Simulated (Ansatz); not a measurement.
# CH3BOTe: up Jacob's ladder to CCSD(T)

How much do the methods differ for CH3BOTe? The plan is to run it at one geometry with functionals of several rungs and with coupled cluster. The yardstick is the atomisation energy at the CCSD(T) limit.

Method: functionals in def2-TZVPP, the program's frozen cores in correlated methods; program: Ansatz 0.2.0, Gaussian basis.

Levels to be run: LDA (SPW92), PBE-D4, revPBE-D4, BLYP-D4, r2SCAN-D4, B97M-V, PBE0-D4, B3LYP-D4, r2SCANh-D4, r2SCAN0-D4, HSE06-D4, BHLYP-D4, CAM-B3LYP-D4, LC-ωPBE, ωB97X-V, ωB97M-V, B2PLYP, PBE-QIDH; CCSD(T)/def2-SVP; CCSD(T)/def2-TZVPP; MP2/def2-QZVPP; extrapolation to the limit; RPA on PBE.

## (1) The relaxed structure

The geometry comes from an earlier relaxation with PBE0-D4 in a triple-zeta def2 set; it is a stationary point, not always the lowest conformer. Te takes the def2 core potential; no spin-orbit term is included.

SMILES `O=CB[TeH]`, 7 atoms, charge 0, spin multiplicity 1.

Atoms are counted from 1 here; the program's logs count them from 0.

Bond lengths: O1–C2 1.209 Å, C2–B3 1.574 Å, C2–H5 1.119 Å, B3–Te4 2.097 Å, B3–H6 1.192 Å, Te4–H7 1.660 Å. Angles: O1–C2–B3 123.5°, O1–C2–H5 119.2°, B3–C2–H5 117.2°, C2–B3–Te4 121.3°, C2–B3–H6 121.7°, Te4–B3–H6 117.0°, B3–Te4–H7 95.3°.

Coordinates:

```
O    -1.6463    0.2604   -0.9242
C    -0.5927    0.7032   -0.5283
B     0.1337    0.1895    0.7696
Te    1.2363   -1.5941    0.7666
H    -0.0989    1.5307   -1.0977
H     0.1121    0.8108    1.7869
H     0.9172   -1.9685   -0.8184
```

## (2) LDA

This LDA is Slater exchange with PW92 correlation.

Contents of in.yaml:

```yaml
crystal:
  periodic: [false, false, false]
  atoms:
    - {symbol: O, position_ang: [-1.646258, 0.260385, -0.924217]}
    - {symbol: C, position_ang: [-0.592697, 0.703222, -0.528318]}
    - {symbol: B, position_ang: [0.133672, 0.189544, 0.769557]}
    - {symbol: Te, position_ang: [1.236284, -1.594108, 0.766598]}
    - {symbol: H, position_ang: [-0.098874, 1.530689, -1.097730]}
    - {symbol: H, position_ang: [0.112130, 0.810755, 1.786940]}
    - {symbol: H, position_ang: [0.917246, -1.968489, -0.818429]}
basis:
  gaussian: {orbitals: def2-TZVPP}
hamiltonian: {xc: lda}
output: {orbitals: {seedname: orbitals}}
```

On the command line:

```console
> ansatz run in.yaml --threads 2 --pin off --events-out ev --progress --plain --max-ram 4352MiB
```

Further steps of the session: PBE-D4 (GGA); revPBE-D4 (GGA); BLYP-D4 (GGA); r2SCAN-D4 (meta-GGA); B97M-V (meta-GGA); B3LYP-D4 (hybrid); r2SCANh-D4 (hybrid); r2SCAN0-D4 (hybrid); HSE06-D4 (hybrid); BHLYP-D4 (hybrid); CAM-B3LYP-D4 (range-separated); LC-ωPBE (range-separated); ωB97X-V (range-separated); ωB97M-V (range-separated); B2PLYP (double hybrid); PBE-QIDH (double hybrid); CCSD(T) in def2-SVP; CCSD(T) in def2-TZVPP; MP2 in def2-QZVPP; RPA on PBE orbitals.

**Question.** What will the summary of the whole plan be? Wanted: atomisation energy, CCSD(T)/CBS; farthest beyond LDA; mean size of error, GGA; mean size of error, meta-GGA; mean size of error, hybrid; mean size of error, range-separated; mean size of error, double hybrid; gap, smallest and largest; T1 diagnostic.

The runs gave:

```
                               quantity                                                                                                                             value
        atomisation energy, CCSD(T)/CBS                                                                                                                     2478.9 kJ/mol
 functionals within 24.8 kJ/mol (1.0 %)  revPBE-D4, r2SCAN-D4, B97M-V, PBE0-D4, B3LYP-D4, r2SCANh-D4, HSE06-D4, CAM-B3LYP-D4, LC-ωPBE, ωB97X-V, ωB97M-V, B2PLYP, PBE-QIDH
                    farthest beyond LDA                                                                                                          BHLYP-D4 (-105.0 kJ/mol)
                mean size of error, GGA                                                                                                                       47.7 kJ/mol
           mean size of error, meta-GGA                                                                                                                       15.2 kJ/mol
             mean size of error, hybrid                                                                                                                       33.0 kJ/mol
    mean size of error, range-separated                                                                                                                        8.2 kJ/mol
      mean size of error, double hybrid                                                                                                                       23.4 kJ/mol
              gap, smallest and largest                                                                                          2.43 eV (LDA (SPW92)), 9.91 eV (LC-ωPBE)
                          T1 diagnostic                                                                                                                            0.0168
triples share of the correlation energy                                                                                                                             3.5 %
```

What this shows: LDA overbinds by 429.9 kJ/mol (17 %). PBE-D4 misses by +95.1 kJ/mol. Double hybrids carry the basis error of their MP2 part in triple zeta, and no dispersion term here, so their miss is partly the set-up's. The rungs range-separated, meta-GGA, double hybrid miss on average by less than the doubt on the reference (24.8 kJ/mol), so they tie. Misses under about 24.8 kJ/mol are within the doubt on the reference itself, which lacks core-valence correlation, spin-orbit coupling and higher excitations, and its outer-core shells are covered unevenly. All levels share the lack of spin-orbit coupling, which lowers the free heavy atoms and so the true binding. Hartree-Fock recovers 69 % of the binding; the rest is correlation. CCSD(T) in def2-SVP is off by -145.2 kJ/mol, so the small basis spoils what the method gains. The gap grows from 2.4 to 9.9 eV across the functionals, mostly with the share of exact exchange. Correlated methods include outer-core shells of Te, which these sets cover unevenly.
